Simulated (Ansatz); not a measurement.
Wanted: the native input for an Ansatz 0.2.0 run.

| Quantity | Value |
| --- | --- |
| Task | electrostatic potential |
| Functional | r2SCAN |
| Dispersion | rVV10 |
| Potentials or basis | Ansatz PAW |
| Cutoff | 500 eV (not typed: the program's choice for these potentials) |
| k mesh | 7 × 7 × 7 |
| Occupations | fermi-dirac, width 0.01 eV |
| Spin | no spin polarisation |

BiTe:

```
Bi Te
1.0
     0.00000    3.23500    3.23500
     3.23500    0.00000    3.23500
     3.23500    3.23500    0.00000
Bi Te
1 1
Cartesian
  0.0000 0.0000 0.0000
  3.2350 3.2350 3.2350
```

One way to write it, as run:

input.yaml

```yaml
crystal:
  lattice:
    - [0.0, 3.235, 3.235]
    - [3.235, 0.0, 3.235]
    - [3.235, 3.235, 0.0]
  atoms:
    - { symbol: Bi, position: [0.0, 0.0, 0.0] }
    - { symbol: Te, position: [0.5, 0.5, 0.5] }
hamiltonian:
  xc: r2scan
  pseudopotentials: { kind: paw }
  dispersion: rvv10
kpoints:
  mp_grid: { grid: [7, 7, 7] }
scf:
  occupations: { method: fermi_dirac, width: 0.01 }
  convergence: { dr2_threshold: 1.0e-06 }
output:
  forces: true
  stress: true
  eigenvalues: true
  write_density: true
  write_potential: true
  elf: true
  volumetric_format: npy
```

Potentials or basis: Ansatz PAW.

Run with:

```sh
$ ansatz run input.yaml --threads 1 --pin off --max-ram 2560MiB --backend cpu --events-out ev --progress --plain --runs-dir out
```

It gave:

* Pressure: -0.8 GPa
* Band gap on the k mesh: none (metal or under the smearing width)

Caveat: spin-orbit coupling is left out, which moves the levels of the heavy elements; the PAW data sets come from PBE, with cores solved anew for the run's functional, which leaves a small shift of forces and pressure; the thresholds are loose for stress.

Run time: 11 s on 1 thread of Arm Neoverse V1, on a shared host, peak memory 0.62 GiB.
